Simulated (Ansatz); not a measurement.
# C₂H₇BFNS: a ladder of functionals and wavefunction methods

Aim: compute C₂H₇BFNS with functionals from several rungs and with coupled cluster. The yardstick is the atomisation energy at the CCSD(T) limit.

Program: Ansatz 0.2.0, Gaussian basis. Level of theory: functionals in def2-TZVPP, the program's frozen cores in correlated methods. These are calculated values, not measurements.

The runs, in order: PBE-D4, r2SCAN-D4, PBE0-D4, B3LYP-D4, ωB97X-V, ωB97M-V, B2PLYP; CCSD(T)/def2-TZVPP; MP2/def2-QZVPP; extrapolation to the limit.

**1. The relaxed structure**

An earlier PBE0-D4 in a triple-zeta def2 set relaxation fixed the geometry.

SMILES `CB(S)C(N)F`, 13 atoms, charge 0, spin multiplicity 1.

Atoms are counted from 1 here; the program's logs count them from 0.

Bond lengths: C1–B2 1.557 Å, C1–H7 1.090 Å, C1–H8 1.096 Å, C1–H9 1.096 Å, B2–S3 1.782 Å, B2–C4 1.595 Å, S3–H10 1.347 Å, C4–N5 1.412 Å, C4–F6 1.421 Å, C4–H11 1.100 Å, N5–H12 1.011 Å, N5–H13 1.011 Å. Angles: B2–C1–H7 114.8°, B2–C1–H8 110.1°, B2–C1–H9 108.9°, H7–C1–H8 108.8°, H7–C1–H9 108.8°, H8–C1–H9 105.0°, C1–B2–S3 120.4°, C1–B2–C4 120.5°, S3–B2–C4 119.1°, B2–S3–H10 96.4°, B2–C4–N5 115.5°, B2–C4–F6 108.9°, B2–C4–H11 107.5°, N5–C4–F6 111.8°, N5–C4–H11 108.0°, F6–C4–H11 104.4°, C4–N5–H12 112.7°, C4–N5–H13 112.4° and more.

**2. PBE-D4 (GGA)**

File in.yaml:

```yaml
crystal:
  periodic: [false, false, false]
  atoms:
    - {symbol: C, position_ang: [-0.534874, -1.009275, 1.602188]}
    - {symbol: B, position_ang: [0.300019, -0.476076, 0.400842]}
    - {symbol: S, position_ang: [2.050580, -0.795995, 0.306737]}
    - {symbol: C, position_ang: [-0.407886, 0.315626, -0.789197]}
    - {symbol: N, position_ang: [0.394857, 1.276044, -1.443543]}
    - {symbol: F, position_ang: [-1.621199, 0.878464, -0.310378]}
    - {symbol: H, position_ang: [0.027453, -1.605476, 2.321518]}
    - {symbol: H, position_ang: [-1.381662, -1.601234, 1.237944]}
    - {symbol: H, position_ang: [-0.987837, -0.159590, 2.125211]}
    - {symbol: H, position_ang: [2.263436, -0.132658, -0.846498]}
    - {symbol: H, position_ang: [-0.727202, -0.425387, -1.536309]}
    - {symbol: H, position_ang: [-0.069785, 1.697692, -2.236222]}
    - {symbol: H, position_ang: [0.714501, 2.003167, -0.817393]}
basis:
  gaussian: {orbitals: def2-TZVPP}
hamiltonian: {xc: pbe, dispersion: d4}
output: {forces: true, orbitals: {seedname: orbitals}}
```

Started as:

```sh
$ ansatz run in.yaml --threads 2 --pin off --events-out ev --progress --plain --max-ram 32768MiB --backend cuda --devices 0, --max-vram 18GiB
```

After this run come: r2SCAN-D4 (meta-GGA); PBE0-D4 (hybrid); B3LYP-D4 (hybrid); ωB97X-V (range-separated); ωB97M-V (range-separated); B2PLYP (double hybrid); CCSD(T) in def2-TZVPP; MP2 in def2-QZVPP.

Q: Predict the results of all the runs planned. Wanted: atomisation energy, CCSD(T)/CBS; farthest; mean size of error, hybrid; mean size of error, range-separated; gap, smallest and largest; T1 diagnostic; triples share of the correlation energy.

As calculated:

| quantity | value |
| --- | --- |
| atomisation energy, CCSD(T)/CBS | 4871.9 kJ/mol |
| functionals within 24.4 kJ/mol (0.5 %) | none; nearest B3LYP-D4 (+24.5 kJ/mol) |
| farthest | PBE-D4 (+151.4 kJ/mol) |
| mean size of error, hybrid | 37.8 kJ/mol |
| mean size of error, range-separated | 40.4 kJ/mol |
| gap, smallest and largest | 4.68 eV (PBE-D4), 11.71 eV (ωB97X-V) |
| T1 diagnostic | 0.0127 |
| triples share of the correlation energy | 3.8 % |

**Reading.** PBE-D4 is off by +151.4 kJ/mol. Double hybrids carry the basis error of their MP2 part in triple zeta, and no dispersion term here, so their miss is partly the set-up's. The reference freezes the cores and leaves out relativity and excitations past (T), so misses under about 24.4 kJ/mol can't be ranked. Hartree-Fock recovers 72 % of the binding; the rest is correlation. Orbital gaps span 4.7 to 11.7 eV; exact exchange widens them.
